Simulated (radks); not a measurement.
# As³⁻ held by a Watson sphere

An exercise on one series of results from a longer session: the logs are not shown, and one member is left open.

Program: radks (a radial shooting solver on a logarithmic mesh, Libxc functionals) version 1. Level of theory: scalar-relativistic Kohn-Sham, LDA (Slater exchange, Perdew-Wang correlation), spin-unpolarised, spherical densities, point nucleus. These are calculated values, not measurements, unless marked.

## Starting point

```
element       : arsenic (Z = 33)
charge        : -3
electrons     : 36
configuration : [Kr]
```

Outer shells as boxes (Hund's rule):

As³⁻
```
[Ar] core
3d [↑↓][↑↓][↑↓][↑↓][↑↓]
4s [↑↓]
4p [↑↓][↑↓][↑↓]
```

The first run:

Settings of this run:

```text
Z 33
configuration [Kr]
relativity scalar-relativistic
functional lda,pw
spin unpolarised
nucleus point
c 137.035999084
watson charge 2.66 radius 2.82 bohr
response adiabatic LDA kernel
```

Steps of the session up to this table: R = 2.82 bohr; R = 3.14 bohr; R = 3.43 bohr; R = 3.56 bohr; R = 3.65 bohr; R = 4.84 bohr; R = 5.13 bohr.

One of the session's tables, all rows but one given; the rest of the session is left out.

```
R (bohr)  highest level (eV)  its <r> (bohr)  sum of <r²> (bohr²)  α (bohr³)
    2.82              -4.129           2.739                72.60      65.38
    3.14              -3.709           2.868                78.32      81.90
    3.43                   ?               ?                    ?          ?
    3.56              -3.203           3.035                86.16      110.2
    3.65              -3.103           3.070                87.89      117.5
    4.84              -2.063           3.523                112.8      264.0
    5.13              -1.880           3.630                119.6      318.3
```

Estimate the missing values for R (bohr) = 3.43.

Worked estimate for «highest level (eV)». A straight line through the neighbours (3.14, -3.709) and (3.56, -3.203) gives -3.709 + (-3.203 + 3.709) × (3.43 − 3.14) / (3.56 − 3.14) = -3.360; a parabola fitted to 4 rows on both sides gives -3.354.

The run gave: highest level (eV): -3.353; its <r> (bohr): 2.984; sum of <r²> (bohr²): 83.69; α (bohr³): 100.6. In «highest level (eV)» the line misses by -0.007 and the parabola by -0.001.

From R = 2.82 to 5.13 bohr the top level moves from -4.129 to -1.880 eV and its mean radius from 2.74 to 3.63 bohr. A wider sphere makes a shallower well, so the ion swells.
